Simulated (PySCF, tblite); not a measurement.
# C6H4O: excited states

Wanted: excited states for C6H4O (`C#CC=C=CC=O`).

Computed with tblite 0.8.0 and PySCF 2.14.0 and routines of our own; the level stands in each step. Atoms count from 0.

### Step 1. The system as given

11 atoms, charge 0, multiplicity 1; geometry from: force field or distance geometry start.

### Step 2. Geometry optimisation with GFN2-xTB

Job settings and geometry (Å):

```
{"job": {"kind": "relax", "xc": "GFN2-xTB", "basis": "xTB"}, "charge": 0, "multiplicity": 1}
C      2.715500    -0.022000    -0.802600
C      1.930800     0.044200     0.106700
C      1.039600     0.106000     1.207500
C     -0.244800     0.071200     0.949500
C     -1.518600     0.015600     0.713700
C     -2.013300    -0.105500    -0.677800
O     -3.206000    -0.146400    -0.928600
H      3.398000    -0.066700    -1.611900
H      1.411100     0.196300     2.218000
H     -2.265400     0.064800     1.495500
H     -1.241400    -0.155000    -1.465300
```

Command:

```bash
$ OMP_NUM_THREADS=1 python excited_run.py task.json out
```

This one command runs all jobs of the session in turn.

What it wrote:

```text
step      E/eV     max force
  0    -509.40895    1.860
  1    -509.45434    1.740
  2    -509.48262    1.103
  3    -509.49726    0.987
  4    -509.51421    0.438
  5    -509.52182    0.253
  6    -509.52800    0.323
  7    -509.54364    0.565
  8    -509.41713    2.420
  9    -509.58522    0.835
 10    -509.61757    0.858
 11    -509.72671    1.445
 12    -509.80817    0.922
 13    -509.89328    0.875
 14    -510.00961    1.080
 15    -510.08517    1.049
 16    -510.20325    1.049
 17    -510.29012    0.884
 18    -510.35695    0.675
 19    -510.41628    0.597
 20    -510.48625    0.711
 21    -510.55383    0.816
 22    -510.60986    0.815
 23    -510.66743    0.687
 24    -510.70925    0.649
 25    -510.76347    0.604
 26    -510.80615    0.601
 27    -510.84477    0.708
 28    -510.88575    0.656
 29    -510.92752    1.045
 30    -510.95674    0.461
 31    -510.97510    0.489
 32    -510.98509    0.284
 33    -510.99517    0.199
 34    -511.00362    0.276
 35    -511.01019    0.228
 36    -511.01446    0.208
 37    -511.02013    0.225
 38    -511.02842    0.262
 39    -511.03768    0.263
 40    -511.04275    0.296
 41    -511.04622    0.208
 42    -511.04918    0.172
 43    -511.05460    0.145
 44    -511.05882    0.190
 45    -511.06574    0.236
 46    -511.07283    0.324
 47    -511.08242    0.366
 48    -511.09019    0.250
 49    -511.09520    0.206
 50    -511.09936    0.212
 51    -511.10234    0.224
 52    -511.10567    0.203
 53    -511.10951    0.180
 54    -511.11340    0.125
 55    -511.11512    0.100
 56    -511.11669    0.080
 57    -511.11742    0.062
 58    -511.11802    0.054
 59    -511.11839    0.050
 60    -511.11855    0.037
 61    -511.11863    0.029
 62    -511.11873    0.028
 63    -511.11886    0.044
 64    -511.11909    0.064
 65    -511.11942    0.079
 66    -511.11980    0.070
 67    -511.12010    0.068
 68    -511.12031    0.075
 69    -511.12052    0.072
 70    -511.12081    0.053
 71    -511.12120    0.066
 72    -511.12162    0.063
 73    -511.12201    0.059
 74    -511.12232    0.048
 75    -511.12255    0.034
 76    -511.12270    0.027
 77    -511.12279    0.021
 78    -511.12286    0.021
 79    -511.12291    0.021
 80    -511.12296    0.015
 81    -511.12299    0.013
 82    -511.12302    0.016
 83    -511.12306    0.024
 84    -511.12311    0.019
 85    -511.12315    0.026
 86    -511.12320    0.018
 87    -511.12325    0.025
 88    -511.12330    0.030
 89    -511.12338    0.045
 90    -511.12347    0.045
 91    -511.12355    0.028
 92    -511.12359    0.019
 93    -511.12363    0.014
 94    -511.12365    0.020
 95    -511.12367    0.020
 96    -511.12369    0.011
 97    -511.12369    0.002
```

It took 0.61 s on 1 thread of Arm Neoverse N1, shared host; peak memory 0.18 GiB.

Along the way: (not every step is listed) (the energy doesn't fall at every step)

```csv
step,energy from step 0 (eV),largest force (eV/Å)
0,0.0000,1.8605
1,-0.0454,1.7396
2,-0.0737,1.1028
3,-0.0883,0.9866
4,-0.1053,0.4377
5,-0.1129,0.2529
6,-0.1191,0.3235
7,-0.1347,0.5650
8,-0.0082,2.4196
16,-0.7943,1.0488
24,-1.3003,0.6488
32,-1.5761,0.2836
40,-1.6338,0.2957
48,-1.6812,0.2502
56,-1.7077,0.0799
64,-1.7101,0.0644
72,-1.7127,0.0628
80,-1.7140,0.0153
88,-1.7143,0.0300
92,-1.7146,0.0190
93,-1.7147,0.0143
94,-1.7147,0.0203
95,-1.7147,0.0201
96,-1.7147,0.0106
97,-1.7147,0.0022
```

Distances of close pairs at the start and the end, largest changes first:

```csv
bond,before (Å),after (Å),change (Å)
C4–C5,1.482,1.465,-0.017
C5–O6,1.219,1.203,-0.016
C0–H7,1.060,1.049,-0.011
C2–C3,1.311,1.302,-0.009
C3–C4,1.297,1.305,+0.008
C1–C2,1.418,1.413,-0.005
C2–H8,1.080,1.084,+0.004
C0–C1,1.203,1.200,-0.003
```

The next job starts from the end point, and lists it.

### Step 3. Infrared spectrum with GFN2-xTB

Job settings and geometry (Å):

```
{"job": {"kind": "ir", "xc": "GFN2-xTB", "basis": "xTB"}, "charge": 0, "multiplicity": 1}
C      3.021768     0.476389    -0.601196
C      2.094967     0.151311     0.088359
C      1.020264    -0.247278     0.914091
C     -0.217573     0.089948     0.692310
C     -1.464169     0.387672     0.448958
C     -2.329820    -0.460660    -0.373578
O     -3.484099    -0.222946    -0.615379
H      3.831054     0.761435    -1.204303
H      1.279641    -0.853804     1.774647
H     -1.918753     1.284701     0.849913
H     -1.827856    -1.364097    -0.769034
```

What it wrote:

```text
mode    cm-1     km/mol
  1      64.0      2.73
  2     120.1      3.74
  3     144.9      3.96
  4     185.1      1.61
  5     301.4      0.89
  6     367.7      0.99
  7     425.7     23.63
  8     483.1      0.57
  9     575.8      9.57
 10     619.9     31.65
 11     671.1     13.11
 12     726.0      7.83
 13     857.7     28.02
 14     919.3      4.31
 15     962.7      6.04
 16    1062.1     67.19
 17    1116.0     62.44
 18    1179.7      1.33
 19    1347.2      6.08
 20    1412.0     45.41
 21    1741.7    690.75
 22    2033.0    269.80
 23    2258.5      1.10
 24    2771.8    108.45
 25    3010.5      4.33
 26    3043.1      6.38
 27    3398.8     12.70
```

Wall time 0.33 s (1 thread of Arm Neoverse N1, shared host); peak memory 0.18 GiB.

The strongest bands and the atoms that carry them (share of the mass-weighted mode):

```
cm⁻¹  km/mol                               atoms
 620    31.6           H7 71 %, H8 12 %, C0 10 %
 858    28.0           H9 59 %, H8 23 %, C4 13 %
1062    67.2           C4 30 %, C5 24 %, H8 22 %
1116    62.4  H8 35 %, H9 31 %, C5 17 %, C4 11 %
1412    45.4          H10 30 %, C4 29 %, C2 24 %
1742   690.8                    C5 59 %, O6 39 %
2033   269.8           C3 66 %, C2 17 %, C4 15 %
2772   108.5                            H10 94 %
```

### Step 4. Excited states: TDA CAM-B3LYP/def2-SVP

Settings changed since step 3:

```diff
@@ -1,2 +1,2 @@
-{"job": {"kind": "ir", "xc": "GFN2-xTB", "basis": "xTB"}, "charge": 0, "multiplicity": 1}
+{"job": {"kind": "states", "xc": "CAM-B3LYP", "basis": "def2-SVP", "tda": true, "soc": true, "nstates": 8, "ntriplets": 6, "nquad": 4}, "charge": 0, "multiplicity": 1}
 C      3.021768     0.476389    -0.601196
```

Method: TDA CAM-B3LYP/def2-SVP excited states, vertical, gas phase, spin-orbit mean-field couplings.

What it wrote:

```text
coarse grid: 10088 points
cycle   1  E = -305.5050369737  dE =  1.357e+00  |g| = 8.363e-01  |ddm| = 4.123e+00
cycle   2  E = -305.1996248937  dE =  3.054e-01  |g| = 1.521e+00  |ddm| = 3.529e+00
cycle   3  E = -305.6612454123  dE = -4.616e-01  |g| = 7.426e-02  |ddm| = 2.607e+00
cycle   4  E = -305.6625729142  dE = -1.328e-03  |g| = 4.971e-02  |ddm| = 1.391e-01
cycle   5  E = -305.6631679244  dE = -5.950e-04  |g| = 1.843e-02  |ddm| = 7.130e-02
cycle   6  E = -305.6632468850  dE = -7.896e-05  |g| = 7.329e-03  |ddm| = 2.634e-02
cycle   7  E = -305.6632622892  dE = -1.540e-05  |g| = 2.993e-03  |ddm| = 1.296e-02
cycle   8  E = -305.6632649090  dE = -2.620e-06  |g| = 8.041e-04  |ddm| = 6.177e-03
final grid: 99944 points
cycle   9  E = -305.7327843066  dE = -2.313e-05  |g| = 2.439e-03  |ddm| = 2.397e-02
cycle  10  E = -305.7327839658  dE =  3.408e-07  |g| = 2.983e-03  |ddm| = 5.484e-03
cycle  11  E = -305.7327858081  dE = -1.842e-06  |g| = 6.037e-04  |ddm| = 3.504e-03
cycle  12  E = -305.7327858814  dE = -7.334e-08  |g| = 1.401e-04  |ddm| = 6.872e-04
cycle  13  E = -305.7327858849  dE = -3.427e-09  |g| = 7.888e-05  |ddm| = 2.424e-04
cycle  14  E = -305.7327858865  dE = -1.676e-09  |g| = 9.396e-06  |ddm| = 8.699e-05
cycle  15  E = -305.7327858866  dE = -2.058e-11  |g| = 5.589e-06  |ddm| = 1.860e-05
converged SCF energy = -305.7327858866

Singlet excitations
state   eV       nm        f     d(h-e)  d(exc)  Lambda  PR(NTO)  |dmu|/D   mu/D   main configurations
  1   3.8888   318.8   0.00012   0.760   2.516   0.501   1.026    2.100    1.080   H->L 0.58, H-1->L 0.34
  2   4.9291   251.5   0.00013   1.610   3.246   0.499   1.108    4.776    7.610   H-1->L 0.52, H->L 0.35
  3   5.7130   217.0   0.00014   1.020   2.724   0.477   1.039    3.538    6.193   H-2->L+1 0.75, H-3->L+1 0.18
  4   5.9122   209.7   0.00321   1.291   2.937   0.496   1.046    3.676    1.376   H-3->L+1 0.75, H-2->L+1 0.18
  5   5.9573   208.1   0.27797   0.387   3.141   0.720   1.551                     H->L+1 0.71
  6   6.3599   194.9   0.14986   1.633   3.691   0.608   1.850                     H-1->L+1 0.61, H-3->L 0.24
  7   6.6350   186.9   0.00232   0.245   2.491   0.472   1.145                     H->L+2 0.54, H-1->L+2 0.19, H->L+3 0.10
  8   6.7837   182.8   0.38434   3.104   4.128   0.626   1.230                     H-2->L 0.73, H-3->L 0.14

Triplet excitations (Tamm-Dancoff)
state   eV     d(h-e)  d(exc)  Lambda  PR(NTO)   main configurations
  1   3.3124   0.812   2.388   0.501   1.018   H->L 0.48, H-1->L 0.41
  2   3.7011   0.242   2.555   0.696   1.286   H->L+1 0.66, H-1->L+1 0.18
  3   4.0201   0.159   2.407   0.654   1.262   H-3->L 0.45, H-2->L 0.40
  4   4.5870   1.618   3.192   0.496   1.109   H->L 0.42, H-1->L 0.42
  5   5.3228   0.809   2.583   0.475   1.213   H-2->L+1 0.66, H-3->L+1 0.17
  6   5.5857   1.291   2.888   0.490   1.052   H-3->L+1 0.73, H-2->L+1 0.21
S1 - T1 = 0.5763 eV

Spin-orbit couplings |<S|Hso|T>| (cm-1)
             T1       T2       T3       T4       T5       T6
S0       50.854    0.778    0.321   21.612    3.257   14.044
S1        0.037    5.176   20.986    3.396    0.329    0.978
S2        3.182    4.381    4.622    0.399    0.553    0.168
S3        0.346    7.319    3.390    0.138    0.321    2.001
S4        0.575    2.344    4.462    0.424    2.816    0.816
S5        2.311    0.281    0.421    3.141   15.106    5.495
S6        9.502    1.280    0.627    3.594    6.052    8.979
S7        1.746    6.542    1.729    2.391    0.455    0.281
S8        8.073    0.593    1.945    6.508    5.348    1.768
T1 sublevels (cm-1): 0.000 0.001 0.182   radiative rates (1/s): 0.831 0.00267 732
```

It took 21 s on 1 thread of Arm Neoverse N1, shared host; peak memory 0.55 GiB.

In short:

```
  quantity    value
S1 less T1  0.58 eV
```

### Step 5. Excited states: TDDFT CAM-B3LYP/def2-SVPD

Settings changed since step 4:

```diff
@@ -1,2 +1,2 @@
-{"job": {"kind": "states", "xc": "CAM-B3LYP", "basis": "def2-SVP", "tda": true, "soc": true, "nstates": 8, "ntriplets": 6, "nquad": 4}, "charge": 0, "multiplicity": 1}
+{"job": {"kind": "states", "xc": "CAM-B3LYP", "basis": "def2-SVPD", "tpa": true, "nstates": 6, "nquad": 5, "ntriplets": 0}, "charge": 0, "multiplicity": 1}
 C      3.021768     0.476389    -0.601196
```

Level: TDDFT CAM-B3LYP/def2-SVPD excited states, vertical, gas phase, two-photon moments by quadratic response.

What it wrote:

```text
coarse grid: 10088 points
cycle   1  E = -305.5352360637  dE =  1.345e+00  |g| = 8.046e-01  |ddm| = 1.121e+01
cycle   2  E = -305.2438680488  dE =  2.914e-01  |g| = 1.486e+00  |ddm| = 3.704e+00
cycle   3  E = -305.6806244390  dE = -4.368e-01  |g| = 7.474e-02  |ddm| = 2.403e+00
cycle   4  E = -305.6819541483  dE = -1.330e-03  |g| = 4.734e-02  |ddm| = 3.083e-01
cycle   5  E = -305.6825026718  dE = -5.485e-04  |g| = 1.595e-02  |ddm| = 1.387e-01
cycle   6  E = -305.6825611121  dE = -5.844e-05  |g| = 7.253e-03  |ddm| = 3.690e-02
cycle   7  E = -305.6825765322  dE = -1.542e-05  |g| = 2.558e-03  |ddm| = 2.289e-02
cycle   8  E = -305.6825784874  dE = -1.955e-06  |g| = 8.940e-04  |ddm| = 8.990e-03
final grid: 99944 points
cycle   9  E = -305.7519623565  dE = -2.499e-05  |g| = 2.551e-03  |ddm| = 1.231e-01
cycle  10  E = -305.7519618263  dE =  5.302e-07  |g| = 3.200e-03  |ddm| = 1.081e-02
cycle  11  E = -305.7519639834  dE = -2.157e-06  |g| = 6.272e-04  |ddm| = 4.725e-03
cycle  12  E = -305.7519640632  dE = -7.985e-08  |g| = 1.478e-04  |ddm| = 1.311e-03
cycle  13  E = -305.7519640672  dE = -3.922e-09  |g| = 8.359e-05  |ddm| = 4.329e-04
cycle  14  E = -305.7519640691  dE = -1.901e-09  |g| = 8.567e-06  |ddm| = 1.834e-04
cycle  15  E = -305.7519640691  dE = -2.387e-11  |g| = 4.617e-06  |ddm| = 4.428e-05
converged SCF energy = -305.7519640691

Singlet excitations
state   eV       nm        f     d(h-e)  d(exc)  Lambda  PR(NTO)  |dmu|/D   mu/D   delta(TPA)   sigma/GM   main configurations
  1   3.8907   318.7   0.00030   0.705   2.565   0.490   1.033    2.082    1.421        0.03      0.000   H->L 0.54, H-1->L 0.38
  2   4.8592   255.2   0.00012   1.581   3.258   0.489   1.113    4.810    8.056        0.92      0.008   H-1->L 0.48, H->L 0.39
  3   5.6540   219.3   0.00018   1.029   2.748   0.469   1.029    3.530    6.613        0.34      0.004   H-2->L+1 0.79, H-3->L+1 0.13
  4   5.7214   216.7   0.32175   0.330   3.004   0.709   1.508    0.836    3.804        5.53      0.066   H->L+1 0.80
  5   5.8821   210.8   0.00116   1.371   2.972   0.491   1.034    4.055    1.435        0.12      0.002   H-3->L+1 0.81, H-2->L+1 0.14
  6   6.2310   199.0   0.36488   0.813   3.303   0.599   2.083                                            H-3->L 0.41, H-1->L+1 0.33, H-2->L 0.19
```

Wall time 39 s (1 thread of Arm Neoverse N1, shared host); peak memory 0.65 GiB.

### Step 6. Outcome

| quantity | value |
| --- | --- |
| strongest single infrared mode (GFN2-xTB) | 1742 cm⁻¹, 691 km/mol |
| zero-point energy (GFN2-xTB) | 45.5 kcal/mol |
| S1 less T1 (step 4, TDA CAM-B3LYP/def2-SVP) | 0.58 eV |

No mode is imaginary among the 27: a minimum at this level. The strongest single mode, at 1742 cm⁻¹, moves mainly C5 and O6. GFN2-xTB is a fitted tight-binding method: band positions and strengths are rough. Its intensities can rank the bands wrongly. In step 4, the number of triplets below S1 is 2, and the largest singlet-triplet spin-orbit coupling is S0–T1, 50.85 cm⁻¹.
